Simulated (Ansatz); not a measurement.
**CH₄BNSe: how energies converge with the basis set**

An exercise on one series of results from a longer session: the logs are not shown, and one member is left open.

Computed with Ansatz 0.2.0, Gaussian basis. Level: one geometry, several basis sets.

Plan: PBE0-D4/def2-SVP; ωB97M-V/def2-SVP; PBE0-D4/def2-QZVPP; ωB97M-V/def2-QZVPP; the functionals' def2-TZVPP values are taken from earlier runs.

### The relaxed structure

The geometry comes from an earlier relaxation with PBE0-D4 in a triple-zeta def2 set; it is a stationary point, not always the lowest conformer.

8 atoms, charge 0, spin multiplicity 1.

Atoms are counted from 1 here; the program's logs count them from 0.

Bond lengths: C1–N2 1.240 Å, C1–H5 1.095 Å, C1–H6 1.095 Å, N2–B3 1.355 Å, B3–Se4 1.961 Å, B3–H7 1.192 Å, Se4–H8 1.466 Å. Angles: N2–C1–H5 121.6°, N2–C1–H6 121.6°, H5–C1–H6 116.8°, C1–N2–B3 179.6°, N2–B3–Se4 119.6°, N2–B3–H7 120.2°, Se4–B3–H7 120.3°, B3–Se4–H8 94.1°.

The first run:

in.yaml

```yaml
crystal:
  periodic: [false, false, false]
  atoms:
    - {symbol: C, position_ang: [-0.404207, 1.744374, -0.122543]}
    - {symbol: N, position_ang: [-0.096525, 0.545759, -0.196594]}
    - {symbol: B, position_ang: [0.233159, -0.766211, -0.270455]}
    - {symbol: Se, position_ang: [0.286882, -1.844723, 1.366772]}
    - {symbol: H, position_ang: [0.352155, 2.522598, 0.026008]}
    - {symbol: H, position_ang: [-1.445109, 2.075638, -0.203874]}
    - {symbol: H, position_ang: [0.489480, -1.261096, -1.324341]}
    - {symbol: H, position_ang: [0.676266, -3.073541, 0.669127]}
basis:
  gaussian: {orbitals: def2-SVP}
hamiltonian: {xc: pbe0, dispersion: d4}
output: {orbitals: {seedname: orbitals}}
```

The run is started by

```bash
$ ansatz run in.yaml --threads 2 --pin off --events-out ev --progress --plain --max-ram 4352MiB
```

Among the steps run: PBE0-D4 in def2-SVP; ωB97M-V in def2-SVP; PBE0-D4 in def2-QZVPP; ωB97M-V in def2-QZVPP.

One of the session's tables, all rows but one given; the rest of the session is left out.

It belongs to the step «Density functionals: the series». 

| functional | basis | HOMO (eV) |
| --- | --- | --- |
| PBE0-D4 | def2-SVP | -6.53 |
| PBE0-D4 | def2-TZVPP | -6.66 |
| PBE0-D4 | def2-QZVPP | ? |
| ωB97M-V | def2-SVP | -8.62 |
| ωB97M-V | def2-TZVPP | -8.77 |
| ωB97M-V | def2-QZVPP | -8.79 |

Estimate the missing values for PBE0-D4, def2-QZVPP.

As computed: HOMO (eV): -6.67. In the column «HOMO (eV)» it lies between ωB97M-V, def2-SVP (-8.62) and PBE0-D4, def2-TZVPP (-6.66).
